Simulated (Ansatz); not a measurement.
# GeHCl: basis-set convergence

An exercise on one series of results from a longer session: the logs are not shown, and one member is left open.

The runs use Ansatz 0.2.0, Gaussian basis; one geometry, several basis sets.

Plan: PBE0-D4/def2-SVP; ωB97M-V/def2-SVP; PBE0-D4/def2-QZVPP; ωB97M-V/def2-QZVPP; the functionals' def2-TZVPP values are taken from earlier runs.

### Structure used throughout

The geometry comes from an earlier relaxation with PBE0-D4 in a triple-zeta def2 set; it is a stationary point.

SMILES `[Cl][GeH]`, 3 atoms, charge 0, spin multiplicity 1.

Atoms are counted from 1 here; the program's logs count them from 0.

Bond lengths: Cl1–Ge2 2.183 Å, Ge2–H3 1.600 Å. Angles: Cl1–Ge2–H3 93.7°.

The first run:

The input, in.yaml:

```yaml
crystal:
  periodic: [false, false, false]
  atoms:
    - {symbol: Cl, position_ang: [1.196953, -0.889615, 0.550568]}
    - {symbol: Ge, position_ang: [-0.690993, -0.371669, -0.415190]}
    - {symbol: H, position_ang: [-0.516860, 1.196584, -0.148678]}
basis:
  gaussian: {orbitals: def2-SVP}
hamiltonian: {xc: pbe0, dispersion: d4}
output: {orbitals: {seedname: orbitals}}
```

Started as:

```bash
> ansatz run in.yaml --threads 4 --pin off --events-out ev --progress --plain --max-ram 10444MiB
```

Steps of the session up to this table: PBE0-D4 in def2-SVP; ωB97M-V in def2-SVP; PBE0-D4 in def2-QZVPP; ωB97M-V in def2-QZVPP.

One table of the session follows, with a row left open; its other results are not shown here.

| functional | basis | HOMO (eV) | LUMO (eV) |
| --- | --- | --- | --- |
| PBE0-D4 | def2-SVP | ? | ? |
| PBE0-D4 | def2-TZVPP | -7.16 | -3.05 |
| PBE0-D4 | def2-QZVPP | -7.20 | -3.09 |
| ωB97M-V | def2-SVP | -9.13 | -0.95 |
| ωB97M-V | def2-TZVPP | -9.27 | -1.06 |
| ωB97M-V | def2-QZVPP | -9.32 | -1.16 |

Q: Estimate the row for PBE0-D4, def2-SVP from the others.

The run gave: HOMO (eV): -7.06; LUMO (eV): -2.98. In the column «HOMO (eV)» it is the highest.
